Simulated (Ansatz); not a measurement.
**FH3InOSi radical: up Jacob's ladder to CCSD(T)**

Aim: compute FH3InOSi radical with functionals from several rungs and with coupled cluster. The yardstick is the atomisation energy at the CCSD(T) limit.

The runs use Ansatz 0.2.0, Gaussian basis; functionals in def2-TZVPP, the program's frozen cores in correlated methods.

Levels to be run: LDA (SPW92), PBE-D4, revPBE-D4, BLYP-D4, r2SCAN-D4, B97M-V, PBE0-D4, B3LYP-D4, r2SCANh-D4, r2SCAN0-D4, HSE06-D4, BHLYP-D4, CAM-B3LYP-D4, LC-ωPBE, ωB97X-V, ωB97M-V, B2PLYP, PBE-QIDH; CCSD(T)/def2-SVP; CCSD(T)/def2-TZVPP; MP2/def2-QZVPP; extrapolation to the limit; RPA on PBE.

## 1. The geometry

All runs share one geometry, relaxed beforehand with PBE0-D4 in a triple-zeta def2 set. In takes the def2 core potential; no spin-orbit term is included.

SMILES `[F][In][O][SiH3]`, 7 atoms, charge 0, spin multiplicity 2.

Atoms are counted from 1 here; the program's logs count them from 0.

Bond lengths: F1–In2 1.963 Å, In2–O3 1.987 Å, O3–Si4 1.637 Å, Si4–H5 1.488 Å, Si4–H6 1.490 Å, Si4–H7 1.490 Å. Angles: F1–In2–O3 115.7°, In2–O3–Si4 134.9°, O3–Si4–H5 108.3°, O3–Si4–H6 111.6°, O3–Si4–H7 111.5°, H5–Si4–H6 108.7°, H5–Si4–H7 108.7°, H6–Si4–H7 107.9°.

Geometry (Å):

```xyz
7

F    -0.1335   -2.4475    1.8206
In   -0.7612   -2.2484   -0.0282
O    -0.4754   -0.4617   -0.8491
Si    0.1868    0.9487   -0.3462
H     0.0759    1.9370   -1.4527
H    -0.5182    1.4888    0.8505
H     1.6255    0.7830    0.0051
```

## 2. LDA

This LDA is Slater exchange with PW92 correlation.

in.yaml reads:

```yaml
crystal:
  periodic: [false, false, false]
  atoms:
    - {symbol: F, position_ang: [-0.133452, -2.447460, 1.820639]}
    - {symbol: In, position_ang: [-0.761155, -2.248398, -0.028194]}
    - {symbol: O, position_ang: [-0.475383, -0.461699, -0.849137]}
    - {symbol: Si, position_ang: [0.186765, 0.948724, -0.346218]}
    - {symbol: H, position_ang: [0.075902, 1.937041, -1.452696]}
    - {symbol: H, position_ang: [-0.518157, 1.488808, 0.850495]}
    - {symbol: H, position_ang: [1.625490, 0.782984, 0.005130]}
basis:
  gaussian: {orbitals: def2-TZVPP}
magnetization: {spin_polarized: true, initial_magnetization: 1}
hamiltonian: {xc: lda}
output: {orbitals: {seedname: orbitals}}
```

Further steps of the session: PBE-D4 (GGA); revPBE-D4 (GGA); BLYP-D4 (GGA); r2SCAN-D4 (meta-GGA); B97M-V (meta-GGA); PBE0-D4 (hybrid); B3LYP-D4 (hybrid); r2SCANh-D4 (hybrid); r2SCAN0-D4 (hybrid); HSE06-D4 (hybrid); BHLYP-D4 (hybrid); CAM-B3LYP-D4 (range-separated); LC-ωPBE (range-separated); ωB97X-V (range-separated); ωB97M-V (range-separated); B2PLYP (double hybrid); PBE-QIDH (double hybrid); CCSD(T) in def2-SVP; CCSD(T) in def2-TZVPP; MP2 in def2-QZVPP; RPA on PBE orbitals.

Q: Predict the results of all the runs planned. Wanted: atomisation energy, CCSD(T)/CBS; farthest beyond LDA; mean size of error, GGA; mean size of error, meta-GGA; mean size of error, hybrid; mean size of error, range-separated; mean size of error, double hybrid; gap, smallest and largest; T1 diagnostic.

**Answer**, as computed:

```
                               quantity                                                      value
        atomisation energy, CCSD(T)/CBS                                              2136.0 kJ/mol
 functionals within 21.4 kJ/mol (1.0 %)  PBE-D4, r2SCAN-D4, B97M-V, CAM-B3LYP-D4, ωB97X-V, ωB97M-V
                    farthest beyond LDA                                   BHLYP-D4 (-108.5 kJ/mol)
                mean size of error, GGA                                                34.8 kJ/mol
           mean size of error, meta-GGA                                                10.0 kJ/mol
             mean size of error, hybrid                                                63.0 kJ/mol
    mean size of error, range-separated                                                13.9 kJ/mol
      mean size of error, double hybrid                                                55.0 kJ/mol
              gap, smallest and largest                   0.74 eV (LDA (SPW92)), 7.89 eV (LC-ωPBE)
                          T1 diagnostic                                                     0.0189
triples share of the correlation energy                                                      3.2 %
```

The LDA atomisation energy is off by 281.4 kJ/mol (13 %): it overbinds. PBE-D4 misses by -9.9 kJ/mol. Double hybrids carry the basis error of their MP2 part in triple zeta, and no dispersion term here, so their miss is partly the set-up's. The rungs meta-GGA, range-separated miss on average by less than the doubt on the reference (21.4 kJ/mol), so they tie. The reference freezes the cores and leaves out spin-orbit coupling and excitations past (T), and its outer-core shells are covered unevenly, so misses under about 21.4 kJ/mol can't be ranked. All levels share the lack of spin-orbit coupling, which lowers the free heavy atoms and so the true binding. Hartree-Fock recovers 70 % of the binding; the rest is correlation. CCSD(T) in def2-SVP is off by -194.5 kJ/mol, more than most functionals: a good method in a small basis is no reference. The gap grows from 0.7 to 7.9 eV across the functionals, mostly with the share of exact exchange. Correlated methods include outer-core shells of In, which these sets cover unevenly.
